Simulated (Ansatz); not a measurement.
**C₂H₇BS: basis-set convergence**

The task here is to estimate one member of a computed series from the others.

The runs use Ansatz 0.2.0, Gaussian basis; one geometry, several basis sets.

The runs, in order: PBE0-D4/def2-SVP; ωB97M-V/def2-SVP; PBE0-D4/def2-QZVPP; ωB97M-V/def2-QZVPP; CCSD(T)/cc-pV(D+d)Z; CCSD(T)/cc-pV(T+d)Z; CCSD(T)/cc-pV(Q+d)Z; the functionals' def2-TZVPP values are taken from earlier runs.

## The geometry

All runs share one geometry, relaxed beforehand with PBE0-D4 in a triple-zeta def2 set.

11 atoms, charge 0, spin multiplicity 1.

Atoms are counted from 1 here; the program's logs count them from 0.

Bond lengths: C1–C2 1.528 Å, C1–H5 1.093 Å, C1–H6 1.092 Å, C1–H7 1.092 Å, C2–B3 1.561 Å, C2–H8 1.101 Å, C2–H9 1.095 Å, B3–S4 1.778 Å, B3–H10 1.198 Å, S4–H11 1.346 Å. Angles: C2–C1–H5 111.3°, C2–C1–H6 111.1°, C2–C1–H7 111.6°, H5–C1–H6 107.3°, H5–C1–H7 107.5°, H6–C1–H7 107.9°, C1–C2–B3 114.1°, C1–C2–H8 108.7°, C1–C2–H9 110.6°, B3–C2–H8 105.1°, B3–C2–H9 112.3°, H8–C2–H9 105.5°, C2–B3–S4 125.5°, C2–B3–H10 121.2°, S4–B3–H10 113.3°, B3–S4–H11 98.9°.

Set-up of the first run:

File in.yaml:

```yaml
crystal:
  periodic: [false, false, false]
  atoms:
    - {symbol: C, position_ang: [-1.404487, 0.465318, 0.135651]}
    - {symbol: C, position_ang: [-0.178100, -0.442970, 0.221024]}
    - {symbol: B, position_ang: [1.183149, 0.310305, 0.088623]}
    - {symbol: S, position_ang: [2.596888, -0.266592, -0.822166]}
    - {symbol: H, position_ang: [-1.485231, 0.930372, -0.849884]}
    - {symbol: H, position_ang: [-1.350190, 1.270351, 0.872100]}
    - {symbol: H, position_ang: [-2.328352, -0.089971, 0.313557]}
    - {symbol: H, position_ang: [-0.152633, -0.908713, 1.218841]}
    - {symbol: H, position_ang: [-0.263746, -1.273507, -0.487423]}
    - {symbol: H, position_ang: [1.369777, 1.357024, 0.640698]}
    - {symbol: H, position_ang: [2.078326, -1.408617, -1.310223]}
basis:
  gaussian: {orbitals: def2-SVP}
hamiltonian: {xc: pbe0, dispersion: d4}
output: {orbitals: {seedname: orbitals}}
```

Run with:

```sh
> ansatz run in.yaml --threads 2 --pin off --events-out ev --progress --plain --max-ram 32768MiB --backend cpu
```

Among the steps run: PBE0-D4 in def2-SVP; ωB97M-V in def2-SVP; PBE0-D4 in def2-QZVPP; ωB97M-V in def2-QZVPP.

One table of the session follows, with a row left open; its other results are not shown here.

| functional | basis | HOMO (eV) |
| --- | --- | --- |
| PBE0-D4 | def2-SVP | -8.01 |
| PBE0-D4 | def2-TZVPP | -8.09 |
| PBE0-D4 | def2-QZVPP | -8.11 |
| ωB97M-V | def2-SVP | -10.18 |
| ωB97M-V | def2-TZVPP | ? |
| ωB97M-V | def2-QZVPP | -10.31 |

Estimate the missing values for ωB97M-V, def2-TZVPP.

The run gave: HOMO (eV): -10.29. In the column «HOMO (eV)» it lies between ωB97M-V, def2-QZVPP (-10.31) and ωB97M-V, def2-SVP (-10.18).
